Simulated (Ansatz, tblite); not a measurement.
# Cis-[IrF2(NH3)4]+ (F2H12IrN4+): a ladder of methods and basis sets

How do method and basis change the picture of cis-[IrF2(NH3)4]+ (F2H12IrN4+) (singlet)?

Computed with Ansatz 0.2.0, Gaussian basis. Level: as each input shows.

The runs, in order: GFN1-xTB, GFN2-xTB, PBE-D4/def2-TZVP, r2SCAN-D4/def2-TZVP, HSE06-D4/def2-TZVP, r2SCANh-D4/def2-TZVP, r2SCAN0-D4/def2-TZVP, PBE-D4/def2-SVP, PBE0-D4/def2-SVP, MP2/def2-TZVP, RPA/def2-TZVP.

2 further runs of the same task are left out: 2 set aside as unsound or not needed.

## 1. The geometry

The geometry is that of the singlet, from an earlier relaxation (r2SCAN-D4/def2-SVP).

19 atoms, charge 1, spin multiplicity 1.

Bond lengths: F1–Ir3 1.970 Å, F2–Ir3 1.970 Å, Ir3–N4 2.105 Å, Ir3–N5 2.105 Å, Ir3–N6 2.082 Å, Ir3–N7 2.082 Å, N4–H8 1.033 Å, N4–H9 1.024 Å, N4–H10 1.024 Å, N5–H11 1.033 Å, N5–H12 1.024 Å, N5–H13 1.024 Å, N6–H14 1.029 Å, N6–H15 1.029 Å, N6–H16 1.024 Å, N7–H17 1.024 Å, N7–H18 1.029 Å, N7–H19 1.029 Å. Angles: F1–Ir3–F2 97.3°, F1–Ir3–N4 175.5°, F1–Ir3–N5 78.2°, F1–Ir3–N6 84.5°, F1–Ir3–N7 84.4°, F2–Ir3–N4 78.2°, F2–Ir3–N5 175.5°, F2–Ir3–N6 84.4°, F2–Ir3–N7 84.5°, N4–Ir3–N5 106.4°, N4–Ir3–N6 95.1°, N4–Ir3–N7 95.1°, N5–Ir3–N6 95.1°, N5–Ir3–N7 95.0°, N6–Ir3–N7 163.1°, Ir3–N4–H8 100.9°, Ir3–N4–H9 117.5°, Ir3–N4–H10 117.4° and more.

Ir takes a core potential in the def2 sets. No spin-orbit coupling is included. The ion is computed in the gas phase, without counter-ions or solvent.

PBE0-D4/def2-TZVP was run before; its log isn't repeated, and its numbers join the tables.

## 2. GFN1-xTB

Tight binding, by tblite at 300 K electronic temperature and without a spin-polarisation term:

```python
tblite.interface.Calculator('GFN1-xTB', numbers, positions, charge=1, uhf=0).singlepoint()
```

Energy -907.8446 eV, HOMO -15.13 eV, LUMO -11.76 eV; 0.01 s.

## 3. GFN2-xTB

Tight binding, by tblite at 300 K electronic temperature and without a spin-polarisation term:

```python
tblite.interface.Calculator('GFN2-xTB', numbers, positions, charge=1, uhf=0).singlepoint()
```

Energy -838.3564 eV, HOMO -13.69 eV, LUMO -10.93 eV; 0.007 s.

## 4. PBE-D4/def2-TZVP

start.molden holds the orbitals of an earlier run on this state, given as this run's starting guess.

in.yaml

```yaml
crystal:
  periodic: [false, false, false]
  atoms:
    - {symbol: F, position_ang: [0.068352, -0.027634, 2.157853]}
    - {symbol: F, position_ang: [2.158188, 0.000807, 0.064574]}
    - {symbol: Ir, position_ang: [0.191937, -0.002312, 0.191518]}
    - {symbol: N, position_ang: [0.490231, 0.023622, -1.892268]}
    - {symbol: N, position_ang: [-1.891544, -0.006697, 0.493048]}
    - {symbol: N, position_ang: [0.408469, 2.053765, 0.433261]}
    - {symbol: N, position_ang: [0.408959, -2.063633, 0.382955]}
    - {symbol: H, position_ang: [1.521970, 0.025337, -1.942765]}
    - {symbol: H, position_ang: [0.161922, 0.846237, -2.405949]}
    - {symbol: H, position_ang: [0.164781, -0.788050, -2.424906]}
    - {symbol: H, position_ang: [-1.940398, -0.020229, 1.524774]}
    - {symbol: H, position_ang: [-2.415656, -0.819072, 0.155834]}
    - {symbol: H, position_ang: [-2.414949, 0.815148, 0.178292]}
    - {symbol: H, position_ang: [1.412210, 2.222378, 0.279215]}
    - {symbol: H, position_ang: [0.250974, 2.210290, 1.438329]}
    - {symbol: H, position_ang: [-0.119373, 2.758699, -0.088364]}
    - {symbol: H, position_ang: [-0.122709, -2.755789, -0.151742]}
    - {symbol: H, position_ang: [0.255050, -2.241959, 1.385059]}
    - {symbol: H, position_ang: [1.411607, -2.230898, 0.221262]}
basis:
  gaussian: {orbitals: def2-TZVP, initial_orbitals: start.molden}
total_charge: 1
hamiltonian: {xc: pbe, dispersion: d4}
scf: {omitted_lower_state_checks: [starts]}
output: {forces: true, orbitals: {seedname: orbitals}}
```

Run with:

```
$ ansatz run in.yaml --threads 4 --pin off --events-out ev --progress --plain --max-ram 4787MiB
```

After this run come: r2SCAN-D4/def2-TZVP; HSE06-D4/def2-TZVP; r2SCANh-D4/def2-TZVP; r2SCAN0-D4/def2-TZVP; PBE-D4/def2-SVP; PBE0-D4/def2-SVP; MP2/def2-TZVP; RPA/def2-TZVP.

Q: Predict the results of all the runs planned. Wanted: gap in def2-TZVP, named functionals, smallest and largest; correlation energy, MP2/def2-TZVP; PBE0 total energy, smallest basis above largest.

The runs gave:

```
                                                 quantity                                   value
gap in def2-TZVP, named functionals, smallest and largest  3.59 eV (PBE-D4), 6.76 eV (r2SCAN0-D4)
                        correlation energy, MP2/def2-TZVP                               -50.45 eV
          PBE0 total energy, smallest basis above largest          14.12 eV (def2-SVP, def2-TZVP)
```

In words: Orbital gaps of the named functionals in def2-TZVP span 3.59 eV (PBE-D4) to 6.76 eV (r2SCAN0-D4); exact exchange widens it.
